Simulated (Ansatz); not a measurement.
# Br4Si: the cost of one run

Computed with Ansatz 0.2.0, Gaussian basis. Level: unrestricted cation, the program's frozen cores in correlated methods.

The runs, in order: UKS PBE-D4/def2-TZVPP; UKS r2SCAN-D4/def2-TZVPP; UKS PBE0-D4/def2-TZVPP; UKS B3LYP-D4/def2-TZVPP; UKS B2PLYP/def2-TZVPP; UHF-CCSD(T)/def2-TZVPP; UHF-MP2/def2-QZVPP; extrapolation to the limit; then −ε(HOMO) from the neutral's earlier runs with LDA (SPW92), PBE-D4, revPBE-D4, BLYP-D4, r2SCAN-D4, B97M-V, PBE0-D4, B3LYP-D4, r2SCANh-D4, r2SCAN0-D4, HSE06-D4, BHLYP-D4, CAM-B3LYP-D4, LC-ωPBE, ωB97X-V, ωB97M-V.

2 further runs of the same task are left out: 2 that didn't finish.

### 1 The geometry

The geometry comes from an earlier relaxation with PBE0-D4 in a triple-zeta def2 set; it is a stationary point.

SMILES `Br[Si](Br)(Br)Br`, 5 atoms, charge 0, spin multiplicity 1.

Atoms are counted from 1 here; the program's logs count them from 0.

Bond lengths: Br1–Si2 2.194 Å, Si2–Br3 2.194 Å, Si2–Br4 2.194 Å, Si2–Br5 2.194 Å. Angles: Br1–Si2–Br3 109.5°, Br1–Si2–Br4 109.5°, Br1–Si2–Br5 109.5°, Br3–Si2–Br4 109.5°, Br3–Si2–Br5 109.5°, Br4–Si2–Br5 109.5°.

### 2 Cation, UKS PBE-D4/def2-TZVPP

in.yaml

```yaml
crystal:
  periodic: [false, false, false]
  atoms:
    - {symbol: Br, position_ang: [-1.190215, 0.095809, 1.824986]}
    - {symbol: Si, position_ang: [0.009974, -0.014739, -0.008279]}
    - {symbol: Br, position_ang: [1.848133, -1.145055, 0.388056]}
    - {symbol: Br, position_ang: [-1.144242, -1.022788, -1.578362]}
    - {symbol: Br, position_ang: [0.526250, 2.013073, -0.667801]}
basis:
  gaussian: {orbitals: def2-TZVPP}
total_charge: 1
magnetization: {spin_polarized: true, initial_magnetization: 1}
hamiltonian: {xc: pbe, dispersion: d4}
```

Command:

```
> ansatz run in.yaml --threads 2 --pin off --events-out ev --progress --plain --max-ram 22528MiB --backend cpu
```

**Question.** How long does this run take on 2 threads of AMD EPYC 7R13, shared host, and how much memory does it need?

About 1.7 min, with a peak of 0.96 GiB.
